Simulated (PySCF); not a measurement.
**TeN⁺: changing the method**

Starting from one script, swap the method and compare what comes out for TeN⁺.

Computed with PySCF 2.14.0. Level: method and basis as typed in the scripts.

7 further runs of the same task are left out: 2 for a known fault of the program, 5 that didn't finish.

**1. Where the work starts**

TeN⁺: 2 atoms, charge 1, spin multiplicity 1.

Bond lengths: Te1–N2 1.868 Å.

**2. The base run**

Contents of input.py:

```python
from pyscf import gto, dft
from pyscf.prop.polarizability import rhf as pol

mol = gto.M(
    atom='Te 0 0 0; N 0 0 1.868',
    basis='def2-svp',
    ecp={'Te': 'def2-svp'},
    charge=1,
    spin=0,
    symmetry=True,
    verbose=4,
)
mf = dft.RKS(mol, xc='lda,vwn')
mf.kernel()
print('polarizability (a.u.)')
print(pol.Polarizability(mf).polarizability().round(4))
mf.dip_moment()
print('orbital energies (hartree):', mf.mo_energy[..., max(0, mol.nelec[1]-3):mol.nelec[0]+3].round(4))
```

The run is started by

```
python input.py
```

**3. Revpbe**

Edit 1 changes functional: lda,vwn → revpbe.

input.py, as its differences from that of step 2:

```diff
@@ -12,3 +12,3 @@
 )
-mf = dft.RKS(mol, xc='lda,vwn')
+mf = dft.RKS(mol, xc='revpbe')
 mf.kernel()
```

**4. TDA**

Edit 2 changes step after the SCF: polarizability → tda; number of roots: none → 4.

input.py, as its differences from that of step 2:

```diff
@@ -1,3 +1,2 @@
-from pyscf import gto, dft
-from pyscf.prop.polarizability import rhf as pol
+from pyscf import gto, dft, tdscf
 
@@ -14,4 +13,6 @@
 mf.kernel()
-print('polarizability (a.u.)')
-print(pol.Polarizability(mf).polarizability().round(4))
+td = tdscf.TDA(mf)
+td.nstates = 4
+td.kernel()
+td.analyze(verbose=3)
 mf.dip_moment()
```

**5. SCF alone**

Edit 3 changes step after the SCF: polarizability → none.

input.py, as its differences from that of step 2:

```diff
@@ -1,3 +1,2 @@
 from pyscf import gto, dft
-from pyscf.prop.polarizability import rhf as pol
 
@@ -14,4 +13,2 @@
 mf.kernel()
-print('polarizability (a.u.)')
-print(pol.Polarizability(mf).polarizability().round(4))
 mf.dip_moment()
```

**6. Geometry optimisation**

Edit 4 changes step after the SCF: polarizability → optimize.

Contents of input.py:

```python
from pyscf import gto, dft
from pyscf.geomopt.geometric_solver import optimize

mol = gto.M(
    atom='Te 0 0 0; N 0 0 1.868',
    basis='def2-svp',
    ecp={'Te': 'def2-svp'},
    charge=1,
    spin=0,
    symmetry=True,
    verbose=4,
)
mf = dft.RKS(mol, xc='lda,vwn')
mf.kernel()
g = mf.nuc_grad_method()
g.grid_response = True
mol_eq = optimize(g.as_scanner(), maxsteps=30)
print('optimised geometry (angstrom)')
print(mol_eq.tostring('raw'))
print('orbital energies (hartree):', mf.mo_energy[..., max(0, mol.nelec[1]-3):mol.nelec[0]+3].round(4))
```

**7. MP2 (RHF)**

Edit 5 changes step after the SCF: polarizability → mp2; SCF type: RKS → RHF; functional: lda,vwn → none (Hartree–Fock); frozen orbitals: none → 5.

Contents of input.py:

```python
from pyscf import gto, scf, mp

mol = gto.M(
    atom='Te 0 0 0; N 0 0 1.868',
    basis='def2-svp',
    ecp={'Te': 'def2-svp'},
    charge=1,
    spin=0,
    symmetry=True,
    verbose=4,
)
mf = scf.RHF(mol)
mf.kernel()
mp.MP2(mf, frozen=5).kernel()
mf.dip_moment()
print('orbital energies (hartree):', mf.mo_energy[..., max(0, mol.nelec[1]-3):mol.nelec[0]+3].round(4))
```

**8. B3lyp5**

Edit 6 changes functional: lda,vwn → b3lyp5.

input.py, as its differences from that of step 2:

```diff
@@ -12,3 +12,3 @@
 )
-mf = dft.RKS(mol, xc='lda,vwn')
+mf = dft.RKS(mol, xc='b3lyp5')
 mf.kernel()
```

What does the calculation give? Wanted: for each run, E(SCF); from base; gap; after the SCF.

The runs gave:

```csv
run,E(SCF) (hartree),from base (eV),cycles,gap (eV),after the SCF
base,-321.479021,0,15,3.29,n/a
revpbe,-322.349160,not comparable,15,3.31,n/a
TDA,-321.479021,0.0000,15,3.29,lowest root found 3.31 eV
SCF alone,-321.479021,0.0000,15,3.29,n/a
geometry optimisation,-321.479021,0.0000,15,3.29,"bond 1.801 Å, -0.085 eV"
MP2 (RHF),-320.936620,not comparable,11,10.64,"MP2 correlation -9.925 eV, core frozen"
b3lyp5,-322.267388,not comparable,12,4.74,n/a
```

SCF columns refer to the geometry typed in the script.

The gap between the frontier levels is 3.3 eV with lda,vwn (0 % exact exchange) and 4.7 eV with b3lyp5 (20 %): exact exchange opens it. A lower total energy from another functional means nothing by itself. The dearest run is “geometry optimisation”, at 6 s against 1.7 s.
